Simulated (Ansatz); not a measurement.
# Si2Ge2H10: from a rough start to a stationary point

The task is to find a stationary geometry of Si2Ge2H10, check the end point by its vibrations and derive ideal-gas thermochemistry, and look at its orbitals and charge.

Computed with Ansatz 0.2.0, Gaussian basis. Level: RKS PBE0-D4/def2-TZVP.

The runs, in order: relaxation at PBE0-D4/def2-TZVP; harmonic vibrations at the same level; a single point in def2-TZVPP for the fields.

### Step 1. Where the work starts

SMILES `[SiH3][GeH2][GeH2][SiH3]`, 14 atoms, charge 0, spin multiplicity 1.

Atoms are counted from 1 here; the program's logs count them from 0.

Bond lengths: Si1–Ge2 2.342 Å, Si1–H5 1.466 Å, Si1–H6 1.462 Å, Si1–H7 1.464 Å, Ge2–Ge3 2.407 Å, Ge2–H8 1.519 Å, Ge2–H9 1.518 Å, Ge3–Si4 2.341 Å, Ge3–H10 1.519 Å, Ge3–H11 1.518 Å, Si4–H12 1.464 Å, Si4–H13 1.462 Å, Si4–H14 1.466 Å. Angles: Ge2–Si1–H5 109.4°, Ge2–Si1–H6 112.1°, Ge2–Si1–H7 110.3°, H5–Si1–H6 108.4°, H5–Si1–H7 107.9°, H6–Si1–H7 108.6°, Si1–Ge2–Ge3 118.0°, Si1–Ge2–H8 110.1°, Si1–Ge2–H9 112.0°, Ge3–Ge2–H8 106.8°, Ge3–Ge2–H9 108.8°, H8–Ge2–H9 99.4°, Ge2–Ge3–Si4 117.9°, Ge2–Ge3–H10 106.8°, Ge2–Ge3–H11 108.8°, Si4–Ge3–H10 110.2°, Si4–Ge3–H11 112.0°, H10–Ge3–H11 99.4° and more.

As a file:

```xyz
14
Ge2H10Si2
Si   -1.90184    1.72451   -0.44779
Ge   -0.37942    0.99234    1.17387
Ge    1.47375   -0.36345    0.45126
Si    1.01129   -2.23593   -0.87480
H    -2.44023    0.56663   -1.16731
H    -3.01777    2.46398    0.13958
H    -1.23092    2.58734   -1.42206
H    -1.10443    0.20673    2.25333
H     0.15096    2.13913    2.01532
H     2.44067    0.56178   -0.26778
H     2.32110   -0.71798    1.65987
H     0.14987   -3.17316   -0.15128
H     2.22798   -2.93874   -1.27828
H     0.29898   -1.81318   -2.08392
```

The start is a GFN2-xTB geometry.

### Step 2. Relaxation at PBE0-D4/def2-TZVP

in.yaml reads:

```yaml
crystal:
  periodic: [false, false, false]
  atoms:
    - {symbol: Si, position_ang: [-1.901840, 1.724510, -0.447790]}
    - {symbol: Ge, position_ang: [-0.379420, 0.992340, 1.173870]}
    - {symbol: Ge, position_ang: [1.473750, -0.363450, 0.451260]}
    - {symbol: Si, position_ang: [1.011290, -2.235930, -0.874800]}
    - {symbol: H, position_ang: [-2.440230, 0.566630, -1.167310]}
    - {symbol: H, position_ang: [-3.017770, 2.463980, 0.139580]}
    - {symbol: H, position_ang: [-1.230920, 2.587340, -1.422060]}
    - {symbol: H, position_ang: [-1.104430, 0.206730, 2.253330]}
    - {symbol: H, position_ang: [0.150960, 2.139130, 2.015320]}
    - {symbol: H, position_ang: [2.440670, 0.561780, -0.267780]}
    - {symbol: H, position_ang: [2.321100, -0.717980, 1.659870]}
    - {symbol: H, position_ang: [0.149870, -3.173160, -0.151280]}
    - {symbol: H, position_ang: [2.227980, -2.938740, -1.278280]}
    - {symbol: H, position_ang: [0.298980, -1.813180, -2.083920]}
basis:
  gaussian: {orbitals: def2-TZVP}
hamiltonian: {xc: pbe0, dispersion: d4}
relax: {f_tol: 0.005, max_steps: 150}
```

Started as:

```console
> ansatz run in.yaml --threads 4 --pin off --events-out ev --progress --plain --max-ram 11315MiB
```

Further steps of the session: Harmonic vibrations; A single point for the fields.

Before running them: what should the planned runs give, taken together? Wanted: point group; shift from the start; total energy; dispersion term; dipole moment; lowest, highest wavenumber; zero-point energy; HOMO, LUMO.

The runs gave:

```
                  quantity            value
               point group               C2
                     steps               12
shift from the start (rms)          0.210 Å
              total energy  -128934.6360 eV
           dispersion term         -314 meV
             dipole moment           0.02 D
lowest, highest wavenumber    20, 2231 cm⁻¹
         zero-point energy     212.9 kJ/mol
       entropy at 298.15 K  437.7 J/(mol K)
                HOMO, LUMO  -7.72, -0.27 eV
```

The relaxed geometry lies 0.21 Å (rms) from the start; the bond that changed most is Ge3–Si4, from 2.341 to 2.378 Å. All wavenumbers are real, so the end point is a minimum. The stiffest mode, 2231 cm⁻¹, is an Si–H stretch, and 5 modes under 200 cm⁻¹ make the vibrational entropy uncertain. Harmonic hybrid wavenumbers usually lie a few per cent above measured fundamentals. The HOMO lies mostly on Ge2, Ge3 about 26 % each; Si1, Si4 about 9 % each and the LUMO on Ge2, Ge3 about 15 % each; 4 H atoms about 9 % each.
